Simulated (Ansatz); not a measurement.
# Sn, space group Immm: the orbital character of the bands

With Ansatz's Python interface.

At the Python prompt:
```pycon
>>> from pathlib import Path
>>> import ansatz as az
>>> import pandas as pd
>>> sn = (
...     az.Lattice.of((-1.726539, 1.775547, 2.338342), (1.726539, -1.775547, 2.338342), (1.726539, 1.775547, -2.338342))
...     .atom("Sn", (0.0, 0.0, 0.0))
... )
>>> sn.resolved().tree()["lattice"]
((-1.726539, 1.775547, 2.338342), (1.726539, -1.775547, 2.338342), (1.726539, 1.775547, -2.338342))
>>> points = {"G": (0.0, 0.0, 0.0), "R": (0.0, 0.5, 0.0), "W": (0.25, 0.25, 0.25), "S": (0.5, 0.0, 0.0), "T": (0.0, 0.0, 0.5)}
>>> calculation = (
...     sn.calculation()
...     .functional(az.Functional.R2SCAN)
...     .kpoints(10)  # sampling of the Brillouin zone
...     .occupations("methfessel_paxton", width=0.1)
...     .band_structure(list(points.values()), intervals=1)
...     .fat_bands()
... )
>>> outcome = calculation.run()
DeckWarning: basis.ecutwfc = 500 eV, auto-derived from the records' recommended cutoffs: set by Sn (their level for a meta-GGA)
>>> summary = outcome.report
>>> summary["mixing_algorithm"], summary["preconditioner"], summary["eigensolver"]
('MSR1', 'none', 'band_cg')
>>> file = Path(outcome.write_results("results")) / "fatbands.tsv"
>>> names = file.read_text().splitlines()[0].lstrip("# ").split("\t")
>>> table = pd.read_csv(file, sep="\t", comment="#", names=names)
>>> near = table[table.e_minus_ef.abs() < 3]
>>> for ik, label in enumerate(points):
...     print(label)
...     for _, row in near[near.ik == ik].iterrows():
...         main = row[names[4:]].astype(float).nlargest(2)
...         print(f"   band {int(row.band):3d} {row.e_minus_ef:7.3f} eV  " + ", ".join(f"{k} {v:.2f}" for k, v in main.items()))
...
G
R
W
   band   6  -1.950 eV  sn0_l1_5P 0.99, sn0_l2_4D 0.00
   band   7  -1.721 eV  sn0_l1_5P 0.99, sn0_l2_4D 0.00
   band   8  -0.331 eV  sn0_l1_5P 0.96, sn0_l2_4D 0.00
S
T
   band   7   2.099 eV  sn0_l1_5P 0.99, sn0_l0_5S 0.00
   band   8   2.539 eV  sn0_l1_5P 0.99, sn0_l0_5S 0.00
```

Notes:
- The computed bands are complete only to about 5.7 eV above the Fermi level.
- For a metal this k-point mesh is coarse: on a finer one energies can move by several to tens of meV an atom and pressures by half a GPa or more, differences at one mesh by less.
- This isn't the structure that Sn takes at ambient conditions.
- Gaps and levels are Kohn-Sham values on a finite set of k-points, without spin-orbit coupling.
- Warnings are shown shortened and without file and line.
- Energies are less the Fermi level and bands count from 0. Only the largest channels are printed, equivalent atoms hold more, and in degenerate sets the split between sites is arbitrary; shells that the potentials lack have no channel.
- Finished in 3.9 s on 1 thread of Intel(R) Xeon(R) 6975P-C (Granite Rapids), with other jobs on the host, peak memory 0.51 GiB.

(Lines on the test bed's own set-up are left out of the output.)
